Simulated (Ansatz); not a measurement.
# CH9AlOSi2: a ladder of functionals and wavefunction methods

The task here is to estimate one member of a computed series from the others.

Method: functionals in def2-TZVPP, the program's frozen cores in correlated methods; program: Ansatz 0.2.0, Gaussian basis.

Levels to be run: LDA (SPW92), PBE-D4, revPBE-D4, BLYP-D4, r2SCAN-D4, B97M-V, PBE0-D4, B3LYP-D4, r2SCANh-D4, r2SCAN0-D4, HSE06-D4, BHLYP-D4, CAM-B3LYP-D4, LC-ωPBE, ωB97X-V, ωB97M-V, B2PLYP, PBE-QIDH; CCSD(T)/def2-SVP; CCSD(T)/def2-TZVPP; MP2/def2-QZVPP; extrapolation to the limit; RPA on PBE.

## Structure used throughout

An earlier PBE0-D4 in a triple-zeta def2 set relaxation fixed the geometry.

SMILES `[CH3][Al]([SiH3])[O][SiH3]`, 14 atoms, charge 0, spin multiplicity 1.

Atoms are counted from 1 here; the program's logs count them from 0.

Bond lengths: C1–Al2 1.943 Å, C1–H6 1.092 Å, C1–H7 1.095 Å, C1–H8 1.095 Å, Al2–Si3 2.455 Å, Al2–O4 1.692 Å, Si3–H9 1.492 Å, Si3–H10 1.492 Å, Si3–H11 1.491 Å, O4–Si5 1.624 Å, Si5–H12 1.489 Å, Si5–H13 1.487 Å, Si5–H14 1.487 Å. Angles: Al2–C1–H6 112.2°, Al2–C1–H7 111.2°, Al2–C1–H8 110.6°, H6–C1–H7 108.3°, H6–C1–H8 107.9°, H7–C1–H8 106.4°, C1–Al2–Si3 125.6°, C1–Al2–O4 118.8°, Si3–Al2–O4 115.6°, Al2–Si3–H9 111.4°, Al2–Si3–H10 110.8°, Al2–Si3–H11 112.7°, H9–Si3–H10 106.9°, H9–Si3–H11 107.5°, H10–Si3–H11 107.1°, Al2–O4–Si5 160.4°, O4–Si5–H12 111.0°, O4–Si5–H13 110.0° and more.

Set-up of the first run:

in.yaml reads:

```yaml
crystal:
  periodic: [false, false, false]
  atoms:
    - {symbol: C, position_ang: [-1.749071, 1.713197, 0.569714]}
    - {symbol: Al, position_ang: [-0.325265, 0.417972, 0.303261]}
    - {symbol: Si, position_ang: [1.433941, -0.128557, 1.926331]}
    - {symbol: O, position_ang: [-0.255971, -0.426571, -1.161593]}
    - {symbol: Si, position_ang: [0.253215, -1.450337, -2.314743]}
    - {symbol: H, position_ang: [-2.335659, 1.873520, -0.337856]}
    - {symbol: H, position_ang: [-1.350154, 2.678526, 0.896994]}
    - {symbol: H, position_ang: [-2.432319, 1.378147, 1.357737]}
    - {symbol: H, position_ang: [1.550756, -1.601885, 2.127082]}
    - {symbol: H, position_ang: [2.763863, 0.352031, 1.449027]}
    - {symbol: H, position_ang: [1.197218, 0.488617, 3.263006]}
    - {symbol: H, position_ang: [1.514038, -2.129398, -1.905183]}
    - {symbol: H, position_ang: [0.505190, -0.707004, -3.578123]}
    - {symbol: H, position_ang: [-0.782681, -2.487459, -2.566854]}
basis:
  gaussian: {orbitals: def2-TZVPP}
hamiltonian: {xc: lda}
output: {orbitals: {seedname: orbitals}}
```

Steps of the session up to this table: LDA; PBE-D4 (GGA); revPBE-D4 (GGA); BLYP-D4 (GGA); r2SCAN-D4 (meta-GGA); B97M-V (meta-GGA); PBE0-D4 (hybrid); B3LYP-D4 (hybrid); r2SCANh-D4 (hybrid); r2SCAN0-D4 (hybrid); HSE06-D4 (hybrid); BHLYP-D4 (hybrid); CAM-B3LYP-D4 (range-separated); LC-ωPBE (range-separated); ωB97X-V (range-separated); ωB97M-V (range-separated); B2PLYP (double hybrid); PBE-QIDH (double hybrid).

One of the session's tables, all rows but one given; the rest of the session is left out.

It belongs to the step «Frontier levels by functional». 

```
  functional  HOMO (eV)  gap (eV)
 LDA (SPW92)      -6.31      4.11
      PBE-D4      -6.22      4.20
   revPBE-D4      -6.17      4.26
     BLYP-D4      -6.08      4.21
   r2SCAN-D4      -6.46      4.68
      B97M-V      -6.56      4.57
     PBE0-D4      -7.34      6.09
    B3LYP-D4      -7.14      5.71
  r2SCANh-D4      -6.88      5.36
  r2SCAN0-D4      -7.50      6.37
    HSE06-D4      -6.94      5.33
    BHLYP-D4      -8.35      7.92
CAM-B3LYP-D4      -8.60      8.34
     LC-ωPBE      -9.90     10.70
     ωB97X-V          ?         ?
     ωB97M-V      -9.36      9.75
```

Estimate the missing values for ωB97X-V.

**Answer.** HOMO (eV): -9.58; gap (eV): 10.25. In the column «HOMO (eV)» it lies between LC-ωPBE (-9.90) and ωB97M-V (-9.36).
